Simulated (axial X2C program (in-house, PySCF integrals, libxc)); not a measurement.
**A two-component session on TePd⁻: properties at the nuclei**

Wanted for TePd⁻: properties at the nuclei, at the two-component level.

Method: two-component X2C with atomic mean-field terms, Te dyall-acv3z, Pd dyall-acv3z; program: an in-house X2C program for linear molecules on PySCF integrals.

All values are calculated.

### 1 Input

Input file task.json:

```json
{
 "zs": [
  52,
  46
 ],
 "q": -1,
 "bas": [
  "dyall-acv3z",
  "dyall-acv3z"
 ],
 "r0": 2.45,
 "levels": [
  "PBE0",
  "HF",
  "LDA",
  "BHandHLYP",
  "BP86"
 ],
 "nst": 3
}
```

Keys: zs atomic numbers; q charge; bas basis sets; r0 starting distance in Å; levels methods (HF also brings MP2); nst determinants followed.

Started as:

```bash
python soeom.py task.json out
```

Nuclei are Gaussian, cores are contracted, and the Gaunt term is on.

### 2 Expectation values, lowest determinant

R = 2.457 Å. State: Ω = 3/2 (excess of +ω over −ω: ω = 3/2).

Output of the PBE0 run:

```text
two-component X2C + atomic mean field  PBE0
basis functions 299  fitting functions 1439  grid points 5800
iter        total energy     max residual
   1     -11833.291351619     5.36e+00
   2     -11833.676370418     3.64e-02
   3     -11833.676805262     2.62e-02
   4     -11833.676976317     1.19e-02
   5     -11833.677009387     5.20e-03
   6     -11833.677016037     5.09e-04
   7     -11833.677016268     1.40e-04
   8     -11833.677016370     5.13e-05
   9     -11833.677016372     8.60e-06
converged
one-electron -17317.55073601  Coulomb 5297.72211039  exact exchange -79.37725607  xc functional -242.98498103  nuclear repulsion 515.17781381  atomic mean-field constant -6.66396746
```

The highest occupied spinor is 64% Te p, 23% Pd d, 8% Pd p.

| level | Eeff magnitude (GV/cm) | Ws magnitude Te (kHz) | A∥/gI Te (MHz) | qzz Te (a.u.) | A∥/gI Pd (MHz) | qzz Pd (a.u.) |
| --- | --- | --- | --- | --- | --- | --- |
| PBE0 | 0.224 | 0.307 | 329 | 0.25 | 72.8 | 1.18 |
| HF | 1.16 | 0.62 | 392 | -3.24 | -93.1 | -0.48 |
| LDA | 0.1 | 0.153 | 343 | 1.59 | 109 | 1.91 |
| BHandHLYP | 0.309 | 0.339 | 388 | -0.93 | 28.9 | 0.65 |
| BP86 | 0.0633 | 0.199 | 323 | 1.47 | 118 | 1.79 |

Eeff is the effective electric field on the electron dipole moment in this Ω state and Ws the scalar–pseudoscalar constant (defined with the proton number Z and per Ω); A∥ is the parallel hyperfine constant, which follows by multiplying with the nuclear g factor gI = μI/(I μN); qzz is the electric field gradient, eQq0 = 234.96 MHz × Q/barn × qzz. The operators were transformed with the bare-nucleus X2C matrices.

### 3 Expectation values, a higher determinant

R = 2.457 Å. State: Ω = 1/2 (excess of +ω over −ω: ω = 1/2), 0.33 eV above the lowest in the PBE0 search for states (made at or near this distance, with looser thresholds).

Output of the PBE0 run:

```text
two-component X2C + atomic mean field  PBE0
basis functions 299  fitting functions 1439  grid points 5800
iter        total energy     max residual
   1     -11833.279836903     5.36e+00
   2     -11833.664206254     3.61e-02
   3     -11833.664633465     2.59e-02
   4     -11833.664800007     1.16e-02
   5     -11833.664833947     4.85e-03
   6     -11833.664840000     4.50e-04
   7     -11833.664840220     1.51e-04
   8     -11833.664840325     4.42e-05
   9     -11833.664840333     1.43e-05
  10     -11833.664840343     3.02e-05
  11     -11833.664840355     2.71e-05
  12     -11833.664840358     3.98e-06
converged
one-electron -17317.12816896  Coulomb 5297.30350957  exact exchange -79.37539140  xc functional -242.97863591  nuclear repulsion 515.17781381  atomic mean-field constant -6.66396746
```

The highest occupied spinor is 66% Te p, 20% Pd d, 10% Pd p.

| level | Eeff magnitude (GV/cm) | Ws magnitude Te (kHz) | A∥/gI Te (MHz) | qzz Te (a.u.) | A∥/gI Pd (MHz) | qzz Pd (a.u.) |
| --- | --- | --- | --- | --- | --- | --- |
| PBE0 | 0.337 | 0.604 | 2040 | 0.09 | 853 | 1.30 |
| HF | 3.63 | 1.21 | 608 | 1.47 | 1890 | 0.08 |
| LDA | 1.17 | 1.33 | 2160 | 1.25 | 747 | 2.05 |
| BHandHLYP | 1.21 | 0.403 | 1530 | 0.21 | 1290 | 0.76 |
| BP86 | 0.922 | 1.06 | 2110 | 1.14 | 706 | 1.92 |

### 4 Expectation values, a higher determinant

R = 2.457 Å. State: Ω = 5/2 (excess of +ω over −ω: ω = 5/2), 1.11 eV above the lowest in the PBE0 search for states (made at or near this distance, with looser thresholds).

Output of the PBE0 run:

```text
two-component X2C + atomic mean field  PBE0
basis functions 299  fitting functions 1439  grid points 5800
iter        total energy     max residual
   1     -11833.231037410     4.82e+00
   2     -11833.635844461     4.04e-02
   3     -11833.636207524     7.21e-03
   4     -11833.636555540     1.20e-02
   5     -11833.636621393     2.32e-03
   6     -11833.636630221     2.27e-03
   7     -11833.636632335     7.64e-04
   8     -11833.636633550     3.31e-04
   9     -11833.636633629     2.11e-04
  10     -11833.636633668     3.47e-05
  11     -11833.636633671     4.41e-05
  12     -11833.636633672     1.89e-06
converged
one-electron -17313.53549840  Coulomb 5293.66473274  exact exchange -79.36861916  xc functional -242.91109520  nuclear repulsion 515.17781381  atomic mean-field constant -6.66396746
```

The highest occupied spinor is 76% Te p, 12% Pd p, 9% Pd d.

| level | Eeff magnitude (GV/cm) | Ws magnitude Te (kHz) | A∥/gI Te (MHz) | qzz Te (a.u.) | A∥/gI Pd (MHz) | qzz Pd (a.u.) |
| --- | --- | --- | --- | --- | --- | --- |
| PBE0 | 0.26 | 0.00305 | 5.8 | 6.12 | 504 | -3.29 |
| HF | 0.52 | 0.0268 | 17.5 | 4.60 | 589 | -4.09 |
| LDA | 0.177 | 0.00537 | 4.32 | 6.77 | 503 | -2.86 |
| BHandHLYP | 0.206 | 0.00683 | 3.9 | 6.08 | 476 | -3.50 |
| BP86 | 0.221 | 0.00262 | 5.52 | 6.61 | 506 | -2.97 |

### 5 Outcome

```
                                        quantity                                    value
                              lowest determinant  Ω = 3/2 (excess of +ω over −ω: ω = 3/2)
                    Eeff magnitude (GV/cm), PBE0                                    0.224
                     Ws magnitude Te (kHz), PBE0                                    0.307
                            A∥/gI Te (MHz), PBE0                                      329
                             qzz Te (a.u.), PBE0                                     0.25
                              higher determinant  Ω = 1/2 (excess of +ω over −ω: ω = 1/2)
Eeff magnitude (GV/cm), PBE0, higher determinant                                    0.337
 Ws magnitude Te (kHz), PBE0, higher determinant                                    0.604
        A∥/gI Te (MHz), PBE0, higher determinant                                     2040
         qzz Te (a.u.), PBE0, higher determinant                                     0.09
                              higher determinant  Ω = 5/2 (excess of +ω over −ω: ω = 5/2)
Eeff magnitude (GV/cm), PBE0, higher determinant                                     0.26
 Ws magnitude Te (kHz), PBE0, higher determinant                                  0.00305
        A∥/gI Te (MHz), PBE0, higher determinant                                      5.8
         qzz Te (a.u.), PBE0, higher determinant                                     6.12
```

What this shows: In the first state, the effective field runs from 0.0633 to 1.16 GV/cm over the mean-field levels, so the levels don't agree on it. The expectation values come from single determinants, which for open shells can mix terms of unlike spin or miss the lowest Ω, so a determinant need not be a state. Eeff is the effective electric field on the electron dipole moment in this Ω state and Ws the scalar–pseudoscalar constant (defined with the proton number Z and per Ω); A∥ is the parallel hyperfine constant, which follows by multiplying with the nuclear g factor gI = μI/(I μN); qzz is the electric field gradient, eQq0 = 234.96 MHz × Q/barn × qzz. The operators were transformed with the bare-nucleus X2C matrices.
